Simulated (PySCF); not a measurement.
# KCd: bond curves at several levels of theory

What are the lowest state that PBE0 finds, the bond length, vibrational wavenumber and bond energy of KCd, and how much do these hang on the method?

The runs use PySCF 2.14.0; K def2-SVP, Cd def2-SVP with ECP28, scalar-relativistic core potentials.

## Step 1: Input

The job is set up so:

- atoms: K, Cd
- charge: 0
- basis: K def2-SVP, Cd def2-SVP with ECP28
- Hamiltonian: scalar-relativistic core potentials
- basis functions: 55
- electrons treated: 39
- masses in u: 38.9637, 113.9034
- levels: PBE0, PBE, r²SCAN, M06-L, B97-3, r²SCAN0, HF, MP2, SCS-MP2
- grid: 80 radial by 434 angular points
- occupations: held fixed by the projection of orbital angular momentum
- dissociation limit: K + Cd, each in its ground configuration
- starting distance in angstrom: 3.345
- values of 2S to try: 1, 3

Command:

```console
> OMP_NUM_THREADS=1 python dia.py task.json out
```

The runs that follow: First curve: PBE0; Higher solutions at PBE0; PBE; r²SCAN (meta-GGA); M06-L; B97-3 (global hybrid GGA); r²SCAN0 (hybrid meta-GGA); UHF.

What does the calculation give? Wanted: for each run, Re; ωe; De; μ.

**Answer**, as computed:

Lowest PBE0 solution found, without spin–orbit coupling: ²Σ⁺ (doublet), unpaired electrons σ ↑. State 3 has its PBE0 minimum 3.59 eV higher. The other levels ran on the lowest alone.

| level | Re (Å) | ωe (cm⁻¹) | De (eV) | μ (D) |
| --- | --- | --- | --- | --- |
| UHF-MP2 | 4.375 | 23.8 | 0.039 | n/a |
| PBE | 3.927 | 49.3 | 0.118 | -1.02 |
| r²SCAN | 3.900 | 51.2 | 0.125 | -1.45 |
| M06-L | 3.859 | 58.0 | 0.124 | -1.11 |
| PBE0 | 4.006 | 44.3 | 0.091 | -0.93 |
| r²SCAN0 | 3.964 | 47.3 | 0.109 | -1.43 |
| B97-3 | 4.062 | 44.2 | 0.062 | -0.65 |

De is counted to K + Cd in their ground configurations. A positive dipole means K(−)Cd(+). No constants: UHF (no minimum is bracketed among the points kept); UHF-SCS-MP2 (no minimum is bracketed among the points kept).

Bond lengths run from 3.859 Å (M06-L) to 4.375 Å (UHF-MP2). Among the levels with a De in the table, it runs from 0.039 eV (UHF-MP2) to 0.125 eV (r²SCAN).

Correlated steps freeze 5 core orbitals. The bond is weak, and basis-set superposition, which was not computed, may be a sizeable part of it. Spin–orbit coupling is left out.
